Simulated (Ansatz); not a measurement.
# Zn3In2Au: the cost of one run

Computed with Ansatz 0.2.0 (DFT PBE, scalar-relativistic, plane waves, PAW, unless a step's input says otherwise).

### Step 1. Starting point

Symmetry: P6_3/mmc, No. 194, hexagonal system. The conventional cell has a = 3.503 Å, b = 3.503 Å, c = 20.196 Å, α = 90.00°, β = 90.00°, γ = 120.00°. Zn (site symmetry -3m) is surrounded by 6 In at 2.49 Å. Around Zn (site symmetry 3m) lie 3 In at 2.39 Å and 3 Au at 3.08 Å. In (site symmetry 3m) is surrounded by 6 Zn at 2.39 to 2.49 Å. Around Au (site symmetry -6m2) lie 6 Zn at 3.08 Å and 6 Au at 3.50 Å.

As a file:

```
Zn In Au
1.0
     3.50287    0.00000    0.00000
    -1.75143    3.03357    0.00000
     0.00000    0.00000   20.19569
Zn In Au
6 4 2
Cartesian
  0.0000 0.0000 10.0978
  0.0000 0.0000 0.0000
  0.0000 2.0224 7.3714
  1.7514 1.0112 17.4693
  1.7514 1.0112 12.8243
  0.0000 2.0224 2.7264
  0.0000 2.0224 18.7416
  1.7514 1.0112 8.6438
  1.7514 1.0112 1.4541
  0.0000 2.0224 11.5519
  0.0000 0.0000 5.0489
  0.0000 0.0000 15.1468
```

(A quick probe on a coarse mesh, which set the mesh and smearing, is not shown.)

### Step 3. Rough relaxation on the coarse mesh

input.yaml

```yaml
crystal:
  lattice:
    - [3.5028682297, 0.0, 0.0]
    - [-1.7514341148, 3.033572873, 0.0]
    - [0.0, 0.0, 20.1956897932]
  atoms:
    - { symbol: Zn, position: [0.0, 0.0, 0.5] }
    - { symbol: Zn, position: [0.0, 0.0, 0.0] }
    - { symbol: Zn, position: [0.3333333333, 0.6666666667, 0.365] }
    - { symbol: Zn, position: [0.6666666667, 0.3333333333, 0.865] }
    - { symbol: Zn, position: [0.6666666667, 0.3333333333, 0.635] }
    - { symbol: Zn, position: [0.3333333333, 0.6666666667, 0.135] }
    - { symbol: In, position: [0.3333333333, 0.6666666667, 0.928] }
    - { symbol: In, position: [0.6666666667, 0.3333333333, 0.428] }
    - { symbol: In, position: [0.6666666667, 0.3333333333, 0.072] }
    - { symbol: In, position: [0.3333333333, 0.6666666667, 0.572] }
    - { symbol: Au, position: [0.0, 0.0, 0.25] }
    - { symbol: Au, position: [0.0, 0.0, 0.75] }
basis:
  ecutwfc: 420
kpoints:
  mp_grid: { grid: [6, 6, 1] }
hamiltonian:
  xc: pbe
scf:
  occupations: { method: gaussian, width: 0.1 }
  lower_state_search: "off"
output:
  forces: true
  stress: true
  eigenvalues: true
relax:
  adjacent_minimum: "off"
  f_tol: 0.04
  max_steps: 70
  cell: { stress_tol: 0.4 }
```

Started as:

```
ansatz run input.yaml --threads 1 --pin off --max-ram 2560MiB --backend cpu --events-out ev --progress --plain --runs-dir out
```

What time and memory should one allow on 1 thread of Arm Neoverse V2, shared host?

About 2.1 min, with a peak of 0.62 GiB.
